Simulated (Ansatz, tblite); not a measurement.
# The cluster In₂Te₃: rung by rung

How do method and basis change the picture of the cluster In₂Te₃ (singlet)?

The runs use Ansatz 0.2.0, Gaussian basis; as each input shows.

Levels to be run: GFN1-xTB, GFN2-xTB, PBE-D4/def2-TZVP, r2SCAN-D4/def2-TZVP, PBE-QIDH/def2-TZVP, LC-ωPBE/def2-TZVP, LC-ωPBE(0.10)/def2-SVP, LC-ωPBE(0.15)/def2-SVP, LC-ωPBE(0.20)/def2-SVP, LC-ωPBE(0.30)/def2-SVP, PBE-D4/def2-SVP, PBE0-D4/def2-SVP, PBE0-D4/def2-TZVPD, PBE-D4/def2-TZVPD, r2SCAN-D4/def2-TZVPD, CCSD(T)/def2-SVP, MP2/def2-TZVP, RPA/def2-TZVP.

2 further runs of the same task are left out: 2 set aside as unsound or not needed. Runs told in other sessions of the task aren't counted.

### 1 The geometry

The geometry is that of the singlet, from an earlier relaxation (r2SCAN-D4/def2-SVP). At that level it is the lowest of the isomers that a small search found.

5 atoms, charge 0, spin multiplicity 1.

Bond lengths: In1–Te3 3.147 Å, In1–Te5 3.147 Å, In2–Te3 3.147 Å, In2–Te5 3.147 Å, Te3–Te4 2.792 Å, Te4–Te5 2.792 Å. Angles: Te3–In1–Te5 81.4°, Te3–In2–Te5 81.4°, In1–Te3–In2 96.5°, In1–Te3–Te4 67.2°, In2–Te3–Te4 67.2°, Te3–Te4–Te5 94.6°, In1–Te5–In2 96.5°, In1–Te5–Te4 67.2°, In2–Te5–Te4 67.2°.

In, Te take a core potential in the def2 sets. No spin-orbit coupling is included.

PBE0-D4/def2-TZVP was run before; its log isn't repeated, and its numbers join the tables.

### 2 GFN1-xTB

Tight binding, by tblite at 300 K electronic temperature and without a spin-polarisation term:

```python
tblite.interface.Calculator('GFN1-xTB', numbers, positions, charge=0, uhf=0).singlepoint()
```

Energy -397.4837 eV, HOMO -8.39 eV, LUMO -6.47 eV; 0.006 s.

### 3 GFN2-xTB

Tight binding, by tblite at 300 K electronic temperature and without a spin-polarisation term:

```python
tblite.interface.Calculator('GFN2-xTB', numbers, positions, charge=0, uhf=0).singlepoint()
```

Energy -323.4602 eV, HOMO -8.24 eV, LUMO -5.48 eV; 0.008 s.

### 4 PBE-D4/def2-TZVP

start.molden holds the orbitals of an earlier run on this state, given as this run's starting guess.

in.yaml

```yaml
crystal:
  periodic: [false, false, false]
  atoms:
    - {symbol: In, position_ang: [-2.330330, -0.481127, -0.503309]}
    - {symbol: In, position_ang: [1.918052, -0.219380, 1.479213]}
    - {symbol: Te, position_ang: [-0.633163, 1.592524, 1.146530]}
    - {symbol: Te, position_ang: [0.547417, 0.930121, -1.295776]}
    - {symbol: Te, position_ang: [0.498014, -1.822137, -0.826658]}
basis:
  gaussian: {orbitals: def2-TZVP, initial_orbitals: start.molden}
hamiltonian: {xc: pbe, dispersion: d4}
scf: {omitted_lower_state_checks: [starts]}
output: {orbitals: {seedname: orbitals}}
```

Command:

```bash
$ ansatz run in.yaml --threads 4 --pin off --events-out ev --progress --plain --max-ram 4787MiB
```

After this run come: r2SCAN-D4/def2-TZVP; PBE-QIDH/def2-TZVP; LC-ωPBE/def2-TZVP; LC-ωPBE(0.10)/def2-SVP; LC-ωPBE(0.15)/def2-SVP; LC-ωPBE(0.20)/def2-SVP; LC-ωPBE(0.30)/def2-SVP; PBE-D4/def2-SVP; PBE0-D4/def2-SVP; PBE0-D4/def2-TZVPD; PBE-D4/def2-TZVPD; r2SCAN-D4/def2-TZVPD; CCSD(T)/def2-SVP; MP2/def2-TZVP; RPA/def2-TZVP.

Q: Predict the results of all the runs planned. Wanted: gap in def2-TZVP, named functionals, smallest and largest; gap over the ω; correlation energy, CCSD(T)/def2-SVP; correlation energy, MP2/def2-TZVP; binding an atom, CCSD(T)/def2-SVP; PBE0 total energy, smallest basis above largest.

**Answer**, as computed:

```
                                                 quantity                                value
gap in def2-TZVP, named functionals, smallest and largest  1.40 eV (PBE-D4), 6.93 eV (LC-ωPBE)
                                  gap over the ω (1/bohr)       4.06 eV at 0.1, 6.46 eV at 0.3
                     correlation energy, CCSD(T)/def2-SVP                            -15.08 eV
                        correlation energy, MP2/def2-TZVP                            -52.96 eV
                        binding an atom, CCSD(T)/def2-SVP                             1.773 eV
          PBE0 total energy, smallest basis above largest       1.13 eV (def2-SVP, def2-TZVPD)
```

What this shows: Over the named functionals in def2-TZVP the gap runs from 1.40 eV (PBE-D4) to 6.93 eV (LC-ωPBE); exact exchange widens it. Raising the ω (1/bohr) from 0.1 to 0.3 moves the HOMO by -1.26 eV and the LUMO by +1.14 eV. The functionals in def2-TZVP miss CCSD(T)/def2-SVP by +0.110 (LC-ωPBE) to +0.519 eV (PBE-D4) an atom. The yardstick is in a double-zeta basis, so levels in larger sets aren't compared like for like. CCSD(T)/def2-SVP isn't at the basis-set limit; small misses against it rank nothing.
